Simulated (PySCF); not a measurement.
# B3H5O: the cost of one run

Computed with PySCF 2.14.0, with density-fitted response routines of our own, on a single molecule in the gas phase. Atoms count from 0, in the outputs and in this text.

### Step 1. Starting geometry

9 atoms, charge 0, multiplicity 1; geometry from: GFN2-xTB. The atoms were then displaced at random by about 0.01 Å, so the start is not that level's minimum.

Bonds of the start (Å): B0–B1 1.70, B1–O2 1.32, O2–B3 1.24, B0–H4 1.17, B0–H5 1.15, B1–H6 1.20, B3–H7 1.19, B3–H8 1.22.

### Step 2. Geometry optimisation at PBE0-D3(BJ)/def2-SVP

The job: settings as JSON, then the geometry in Å.

```
{"job": {"xc": "PBE0", "basis": "def2-SVP", "d3": "d3bj", "grid": 1, "shake": 0.01, "kind": "geom"}, "charge": 0, "multiplicity": 1}
B      1.854260    -0.448630    -0.033350
B      0.513370     0.590350    -0.002120
O     -0.759040     0.253170     0.000710
B     -1.945370    -0.109990     0.016070
H      2.358310    -0.738710    -1.048000
H      2.352290    -0.791490     0.940770
H      0.749470     1.768460     0.029070
H     -2.540920    -0.242380    -1.007440
H     -2.524560    -0.297950     1.070550
```

The run is started by

```sh
OMP_NUM_THREADS=1 python probes_run.py task.json out
```

The driver reads the jobs from task.json and runs them one after another.

**Question.** How long does this first job take on 1 thread of Arm Neoverse V1, shared host, and how much memory does it need?

About 11 s, with a peak of 0.34 GiB.
